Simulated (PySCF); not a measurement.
# Y(OH)3: how tightly the ligands are held

Aim: take one ligand of each kind off Y(OH)3, with both parts rigid, and scan its distance from the metal. The structure is generated, not taken from experiment.

The runs use PySCF 2.14.0; PBE0, Y def2-SVP with ECP28, O def2-SVP, H def2-SVP; scalar-relativistic core potentials, no spin–orbit coupling.

1 further run of the same task is left out (for a known fault of the program).

### Step 1. The system as given

7 atoms, charge 0, spin multiplicity 1.

Bond lengths: Y1–O2 2.027 Å, Y1–O4 2.027 Å, Y1–O6 2.027 Å, O2–H3 0.955 Å, O4–H5 0.955 Å, O6–H7 0.955 Å. Angles: O2–Y1–O4 120.0°, O2–Y1–O6 120.0°, O4–Y1–O6 120.0°, Y1–O2–H3 179.9°, Y1–O4–H5 179.9°, Y1–O6–H7 179.9°.

Geometry (Å):

```xyz
7
H3O3Y
Y     0.00000    0.00000    0.14019
O     2.02723    0.00002    0.14132
H     2.98271    0.00003    0.14430
O    -1.01363    1.75562    0.14132
H    -1.49138    2.58308    0.14430
O    -1.01360   -1.75564    0.14132
H    -1.49133   -2.58312    0.14430
```

Formal oxidation states: Y +3. An earlier session relaxed this geometry at PBE0, Y def2-SVP with ECP28, O def2-SVP, H def2-SVP (singlet, point group D3h).

### Step 2. OH taken off

The ligand (atoms 2, 3) keeps its formal charge and a closed shell where it can; ligand and rest are solved at the complex's geometry, in vacuum, with the settings of the relaxation.

```csv
part,charge,state,energy (Eh)
complex,0,singlet,-265.558599
ligand,-1,singlet,-75.579171
rest,1,singlet,-189.562113
```

It took 0.6 s on 2 threads of Arm Neoverse V2, shared host.

### Step 3. Rigid scan of OH

Atoms 2, 3 move together along the line from atom 1; the distance is to the donor, the donors' midpoint or the ring centre. Each point starts from the density of the one before.

```csv
distance (Å),energy from the relaxed point (eV)
1.73,1.522
1.83,0.580
1.93,0.125
2.03,0.000
2.13,0.092
2.23,0.322
2.43,0.999
2.73,2.161
3.13,3.564
3.63,4.892
```

It took 8.5 s on 2 threads of Arm Neoverse V2, shared host.

### Step 4. Summary of results

```
                   quantity       value
              taking off OH    11.36 eV
stiffness of the OH contact  21.7 eV/Å²
```

In words: Taking off OH as a fragment of charge -1 costs 11.36 eV, much of it the attraction of the two charges. Near 2.03 Å the OH contact has a stiffness of about 21.7 eV/Å², and the energy stands 4.89 eV higher at 3.63 Å. The free anion is solved without diffuse functions, no counterpoise correction is made, and the parts aren't relaxed; each of these makes the binding look larger. These are double-zeta-type bases without diffuse functions. Spin–orbit coupling is left out.
